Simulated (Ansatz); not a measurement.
CrN2:

```xyz
6
Lattice="3.9018 0.0000 0.0000 0.0000 4.8095 0.0000 0.0000 0.0000 2.7842" Properties=species:S:1:pos:R:3 pbc="T T T"
Cr    0.0000    0.0000    0.0000
Cr    1.9509    2.4048    1.3921
N     3.3796    2.8317    0.0000
N     0.5222    1.9778    0.0000
N     1.4287    4.3825    1.3921
N     2.4731    0.4270    1.3921
```

The cell comes from a database or a generator and needn't be the stable form of this composition.

| Property | Result |
| --- | --- |
| Program | Ansatz 0.2.0 |
| Task | single point |
| Functional | PBE |
| Potentials or basis | Ansatz PAW |
| Cutoff | 420 eV (not typed: the program's choice for these potentials) |
| k mesh | 7 × 6 × 10 |
| Occupations | fermi-dirac, width 0.05 eV |
| Spin | collinear spin, ferromagnetic start |
| Starting moments | [3.0, 3.0, 0.0, 0.0, 0.0, 0.0] μB |

On this cell: pressure -1.0 GPa; largest force 0.080 eV/Å; net moment 4.25 μB per cell; site moments Cr +1.90; N -0.06 μB; band gap on the k mesh none (metal or under the smearing width).

The same run follows on a disturbed copy (atoms moved at random, drawn with an rms of 0.05 Å):

```
Cr N
1.0
     3.90179    0.00000    0.00000
     0.00000    4.80951    0.00000
     0.00000    0.00000    2.78417
Cr N
2 4
Direct
  0.99640 0.00861 0.01561
  0.49698 0.50861 0.49077
  0.86133 0.59058 0.99438
  0.12607 0.41448 0.99209
  0.36105 0.91244 0.48676
  0.64136 0.08592 0.48397
```

Problem. What changes?

Solution. The energy (extrapolated to zero smearing) moves by +9.4 meV/atom; pressure -0.6 GPa; largest force 1.012 eV/Å; net moment 4.20 μB per cell; site moments Cr +1.77, +1.90; N -0.06 μB; band gap on the k mesh none (metal or under the smearing width).

Forces on the atoms (eV/Å):
```
Cr   0.316 -0.383 -0.401
Cr  -0.137 -0.418  0.096
N   -0.257  0.349 -0.003
N    0.533 -0.083  0.052
N    0.515  0.341  0.044
N   -0.970  0.193  0.212
```

Stress tensor (GPa, compression positive):
```
-1.78 -1.95 -0.69
-1.95 -1.19  0.07
-0.69  0.07  1.12
```

Caveats: only a ferromagnetic start was run, and an antiferromagnetic order may lie lower in energy.
